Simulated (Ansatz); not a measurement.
# C4H9CuO: up Jacob's ladder to CCSD(T)

The task here is to estimate one member of a computed series from the others.

The runs use Ansatz 0.2.0, Gaussian basis; functionals in def2-TZVPP, the program's frozen cores in correlated methods.

Plan: LDA (SPW92), PBE-D4, revPBE-D4, BLYP-D4, r2SCAN-D4, B97M-V, PBE0-D4, B3LYP-D4, r2SCANh-D4, r2SCAN0-D4, HSE06-D4, BHLYP-D4, CAM-B3LYP-D4, LC-ωPBE, ωB97X-V, ωB97M-V, B2PLYP, PBE-QIDH; CCSD(T)/def2-SVP; CCSD(T)/def2-TZVPP; MP2/def2-QZVPP; extrapolation to the limit; RPA on PBE.

### The geometry

The geometry comes from an earlier relaxation with PBE0-D4 in a triple-zeta def2 set; it is a stationary point, not always the lowest conformer.

SMILES `CC(C)(C)[O][Cu]`, 15 atoms, charge 0, spin multiplicity 1.

Atoms are counted from 1 here; the program's logs count them from 0.

Bond lengths: C1–C2 1.526 Å, C1–H7 1.092 Å, C1–H8 1.094 Å, C1–H9 1.097 Å, C2–C3 1.530 Å, C2–C4 1.526 Å, C2–O5 1.398 Å, C3–H10 1.092 Å, C3–H11 1.093 Å, C3–H12 1.092 Å, C4–H13 1.092 Å, C4–H14 1.094 Å, C4–H15 1.097 Å, O5–Cu6 1.798 Å. Angles: C2–C1–H7 109.9°, C2–C1–H8 112.3°, C2–C1–H9 109.8°, H7–C1–H8 108.7°, H7–C1–H9 108.1°, H8–C1–H9 108.0°, C1–C2–C3 109.6°, C1–C2–C4 109.8°, C1–C2–O5 110.9°, C3–C2–C4 109.6°, C3–C2–O5 106.0°, C4–C2–O5 110.9°, C2–C3–H10 109.8°, C2–C3–H11 111.4°, C2–C3–H12 109.8°, H10–C3–H11 108.8°, H10–C3–H12 108.2°, H11–C3–H12 108.8° and more.

The first run:

File in.yaml:

```yaml
crystal:
  periodic: [false, false, false]
  atoms:
    - {symbol: C, position_ang: [-0.479295, -0.597002, 1.207171]}
    - {symbol: C, position_ang: [0.123129, 0.195742, 0.050099]}
    - {symbol: C, position_ang: [1.452909, -0.434920, -0.367193]}
    - {symbol: C, position_ang: [-0.839093, 0.194011, -1.134930]}
    - {symbol: O, position_ang: [0.424519, 1.502917, 0.445266]}
    - {symbol: Cu, position_ang: [-0.898780, 2.580619, 1.012134]}
    - {symbol: H, position_ang: [0.193122, -0.567821, 2.067299]}
    - {symbol: H, position_ang: [-0.664797, -1.641843, 0.941528]}
    - {symbol: H, position_ang: [-1.434934, -0.148811, 1.505704]}
    - {symbol: H, position_ang: [1.893607, 0.139705, -1.184089]}
    - {symbol: H, position_ang: [1.318652, -1.468926, -0.695697]}
    - {symbol: H, position_ang: [2.148424, -0.420192, 0.474094]}
    - {symbol: H, position_ang: [-0.424199, 0.789398, -1.951134]}
    - {symbol: H, position_ang: [-1.040426, -0.815952, -1.503859]}
    - {symbol: H, position_ang: [-1.794840, 0.642375, -0.836994]}
basis:
  gaussian: {orbitals: def2-TZVPP}
hamiltonian: {xc: lda}
output: {orbitals: {seedname: orbitals}}
```

Launch:

```sh
ansatz run in.yaml --threads 2 --pin off --events-out ev --progress --plain --max-ram 22528MiB --backend cuda --devices 0, --max-vram 18GiB
```

Steps of the session up to this table: LDA; PBE-D4 (GGA); revPBE-D4 (GGA); BLYP-D4 (GGA); r2SCAN-D4 (meta-GGA); B97M-V (meta-GGA); B3LYP-D4 (hybrid); r2SCANh-D4 (hybrid); r2SCAN0-D4 (hybrid); HSE06-D4 (hybrid); BHLYP-D4 (hybrid); CAM-B3LYP-D4 (range-separated); LC-ωPBE (range-separated); ωB97X-V (range-separated); ωB97M-V (range-separated); B2PLYP (double hybrid); PBE-QIDH (double hybrid).

One table of the session follows, with a row left open; its other results are not shown here.

| functional | HOMO (eV) | LUMO (eV) | gap (eV) |
| --- | --- | --- | --- |
| LDA (SPW92) | -5.11 | -3.68 | 1.43 |
| PBE-D4 | -4.89 | -3.44 | 1.45 |
| revPBE-D4 | -4.79 | -3.32 | 1.47 |
| BLYP-D4 | -4.85 | -3.47 | 1.38 |
| r2SCAN-D4 | -5.05 | -3.19 | 1.86 |
| B97M-V | -5.25 | -3.43 | 1.82 |
| PBE0-D4 | -6.26 | -2.50 | 3.76 |
| B3LYP-D4 | -6.12 | -2.89 | 3.22 |
| r2SCANh-D4 | -5.60 | -2.84 | 2.76 |
| r2SCAN0-D4 | -6.40 | -2.33 | 4.06 |
| HSE06-D4 | -5.85 | -2.87 | 2.99 |
| BHLYP-D4 | ? | ? | ? |
| CAM-B3LYP-D4 | -7.70 | -1.72 | 5.98 |
| LC-ωPBE | -8.86 | -0.45 | 8.41 |
| ωB97X-V | -8.61 | -0.60 | 8.01 |
| ωB97M-V | -8.62 | -0.94 | 7.68 |

**Question.** Estimate the row for BHLYP-D4.

Worked estimate for «HOMO (eV)». Against the share of exact exchange, BLYP-D4 (0, -4.85), B3LYP-D4 (0.2, -6.12) give a slope of -6.35 per unit share; at 0.5 the line stands at -8.02.

The run gave: HOMO (eV): -7.59; LUMO (eV): -1.80; gap (eV): 5.80. In «HOMO (eV)» the line misses by -0.43.
